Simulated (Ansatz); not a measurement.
# Sr: the cost of one run

Program: Ansatz 0.2.0. Level of theory: DFT LDA, scalar-relativistic, plane waves, PAW. These are calculated values, not measurements.

1 further run of the same task is left out (set aside as unsound or not needed).

## 1. Starting point

It takes space group I4_1/amd (No. 141, tetragonal). The conventional cell has a = 7.413 Å, b = 7.413 Å, c = 4.042 Å, α = 90.00°, β = 90.00°, γ = 90.00°. Around Sr (site symmetry -4m2) lie 6 Sr at 3.84 to 4.04 Å.

Structure file:

```xyz
2
Lattice="-3.7064 3.7064 2.0209 3.7064 -3.7064 2.0209 3.7064 3.7064 -2.0209" Properties=species:S:1:pos:R:3 pbc="T T T"
Sr    0.0000    3.7064    1.0104
Sr    0.0000    0.0000    0.0000
```

The structure comes from the Materials Project (structure only).

## 2. Another functional, on a distorted cell: LDA

Against the listed cell: strain xx, yy, zz, yz, xz, xy = -1.6, -1.6, -1.6, +0.0, +0.0, +0.0 %.

Contents of input.yaml:

```yaml
crystal:
  lattice:
    - [-3.6480943249, 3.6480943249, 1.9891082888]
    - [3.6480943249, -3.6480943249, 1.9891082888]
    - [3.6480943249, 3.6480943249, -1.9891082888]
  atoms:
    - { symbol: Sr, position: [0.75, 0.25, 0.5] }
    - { symbol: Sr, position: [0.0, 0.0, 0.0] }
basis:
  ecutwfc: 420
kpoints:
  mp_grid: { grid: [12, 12, 12] }
hamiltonian:
  xc: lda
scf:
  occupations: { method: gaussian, width: 0.1 }
output:
  forces: true
  stress: true
  eigenvalues: true
```

Started as:

```console
ansatz run input.yaml --threads 1 --pin off --max-ram 2560MiB --backend cpu --events-out ev --progress --plain --runs-dir out
```

Q: Estimate wall time and peak memory on 1 thread of an x86-64 CPU, shared host.

About 22 s, with a peak of 0.49 GiB.
